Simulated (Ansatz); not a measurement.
# Ni: the cost of one run

Program: Ansatz 0.2.0. Level of theory: DFT PBE, scalar-relativistic, plane waves, PAW. These are calculated values, not measurements.

## 1. Starting point

The structure is cubic, space group Fm-3m (No. 225). Conventional cell: a = 3.520 Å, b = 3.520 Å, c = 3.520 Å, α = 90.00°, β = 90.00°, γ = 90.00°. Ni (site symmetry m-3m) has 12 Ni at 2.49 Å as nearest neighbours.

Coordinates:

```
Ni
1.0
     0.00000    1.76000    1.76000
     1.76000    0.00000    1.76000
     1.76000    1.76000    0.00000
Ni
1
Direct
  0.00000 0.00000 0.00000
```

## 2. Relaxing cell and atoms: Ni, moments +

File input.yaml:

```yaml
crystal:
  lattice:
    - [0.0, 1.76, 1.76]
    - [1.76, 0.0, 1.76]
    - [1.76, 1.76, 0.0]
  atoms:
    - { symbol: Ni, position: [0.0, 0.0, 0.0], spin: 0.65 }
magnetization:
  spin_polarized: true
scf:
  occupations: { method: methfessel_paxton, width: 0.1 }
output:
  forces: true
  stress: true
  eigenvalues: true
  populations: true
hamiltonian:
  xc: pbe
kpoints:
  mp_grid: { grid: [24, 24, 24] }
relax:
  f_tol: 0.005
  adjacent_minimum: "off"
  cell: { stress_tol: 0.02 }
```

On the command line:

```bash
$ ansatz run input.yaml --threads 8 --pin off --max-ram 24576MiB --backend cpu --events-out ev --progress --plain --runs-dir out
```

What time and memory should one allow on 8 threads of Arm Neoverse N1, shared host?

About 11 s, with a peak of 0.43 GiB.
